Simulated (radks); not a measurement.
# Ionisation of O: one atom, several choices of functional

The task here is to estimate one member of a computed series from the others.

Program: radks (a radial shooting solver on a logarithmic mesh, Libxc functionals) version 1. Level of theory: non-relativistic Kohn-Sham, spin-polarised, spherical densities, point nucleus; open shells are filled with parallel spins first. These are calculated values, not measurements, unless marked.

2 further runs of the same task are left out: 1 that didn't finish, 1 set aside as unsound or not needed.

### The atom as given

| Item | Value |
| --- | --- |
| element | oxygen (Z = 8) |
| charge | 0 |
| electrons | 8 |
| configuration | [He] 2s2 2p4 |
| ion | O⁺, [He] 2s2 2p3 |
| choices | exchange-only PBE; revPBE; r2SCAN; B86b exchange with PBE correlation; LDA (Slater exchange, VWN5 correlation); exchange-only r2SCAN |

The outer shells:

O
```
[He] core
2s [↑↓]
2p [↑↓][↑ ][↑ ]
```

O⁺
```
[He] core
2s [↑↓]
2p [↑ ][↑ ][↑ ]
```

Set-up of the first run:

Input:

```text
Z 8
configuration [He] 2s2 2p4
relativity non-relativistic
functional pbe,
spin polarised
nucleus point
```

Among the steps run: exchange-only PBE: O; exchange-only PBE: O⁺; revPBE: O; revPBE: O⁺; r2SCAN: O; r2SCAN: O⁺; B86b exchange with PBE correlation: O; B86b exchange with PBE correlation: O⁺; LDA (Slater exchange, VWN5 correlation): O; LDA (Slater exchange, VWN5 correlation): O⁺; exchange-only r2SCAN: O; exchange-only r2SCAN: O⁺.

One table of the session follows, with a row left open; its other results are not shown here.

| functional | E(O) (hartree) | Δ-SCF (eV) | −ε(HOMO) (eV) | <r> HOMO (bohr) |
| --- | --- | --- | --- | --- |
| exchange-only PBE | ? | ? | ? | ? |
| revPBE | -75.06077 | 13.564 | 7.099 | 1.339 |
| r2SCAN | -75.03333 | 12.894 | 6.792 | 1.354 |
| B86b exchange with PBE correlation | -75.06141 | 13.726 | 7.230 | 1.332 |
| LDA (Slater exchange, VWN5 correlation) | -74.52741 | 13.897 | 7.411 | 1.336 |
| exchange-only r2SCAN | -74.79127 | 11.480 | 5.584 | 1.390 |

Q: Estimate the row for exchange-only PBE from the others.

The run gave: E(O) (hartree): -74.76556; Δ-SCF (eV): 12.374; −ε(HOMO) (eV): 6.094; <r> HOMO (bohr): 1.379. In the column «E(O) (hartree)» it lies between exchange-only r2SCAN (-74.79127) and LDA (Slater exchange, VWN5 correlation) (-74.52741).

Open shells are spherical and high-spin; term and fine-structure splittings are not resolved.
